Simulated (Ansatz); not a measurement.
# TaRu: the cost of one run

Computed with Ansatz 0.2.0 (DFT LDA, scalar-relativistic, plane waves, PAW, unless a step's input says otherwise).

1 further run of the same task is left out (set aside as unsound or not needed).

## Step 1: The starting structure

Symmetry: Cmmm, No. 65, orthorhombic system. Conventional cell: a = 3.308 Å, b = 4.683 Å, c = 4.162 Å, α = 90.00°, β = 90.00°, γ = 90.00°. Around Ta (site symmetry mmm) lie 4 Ru at 2.66 Å and 4 Ta at 2.87 Å. Around Ru (site symmetry mmm) lie 4 Ta at 2.66 Å and 4 Ru at 2.87 Å.

Coordinates:

```cif
data_structure
_symmetry_space_group_name_H-M 'P 1'
_symmetry_Int_Tables_number 1
_cell_length_a 2.8669
_cell_length_b 2.8669
_cell_length_c 4.1624
_cell_angle_alpha 90.000
_cell_angle_beta 90.000
_cell_angle_gamma 109.525
_cell_volume 32.24
loop_
_atom_site_label
_atom_site_type_symbol
_atom_site_fract_x
_atom_site_fract_y
_atom_site_fract_z
_atom_site_occupancy
Ta1 Ta 0.50000 0.50000 0.50000 1
Ru1 Ru 0.00000 0.00000 0.00000 1
```

The structure comes from the Materials Project (structure only).

## Step 2: Probe: one point at the start

File input.yaml:

```yaml
crystal:
  lattice:
    - [1.654122, -2.341613, 0.0]
    - [1.654122, 2.341613, 0.0]
    - [0.0, 0.0, 4.162423]
  atoms:
    - { symbol: Ta, position: [0.5, 0.5, 0.5] }
    - { symbol: Ru, position: [0.0, 0.0, 0.0] }
basis:
  ecutwfc: 420
kpoints:
  mp_grid: { grid: [6, 6, 4] }
hamiltonian:
  xc: lda
scf:
  occupations: { method: gaussian, width: 0.1 }
output:
  forces: true
  stress: true
  eigenvalues: true
```

On the command line:

```bash
$ ansatz run input.yaml --threads 1 --pin off --max-ram 1228MiB --backend cpu --events-out ev --progress --plain --runs-dir out
```

What time and memory should one allow on 1 thread of an x86-64 CPU, shared host?

About 1.3 s, with a peak of 0.39 GiB.
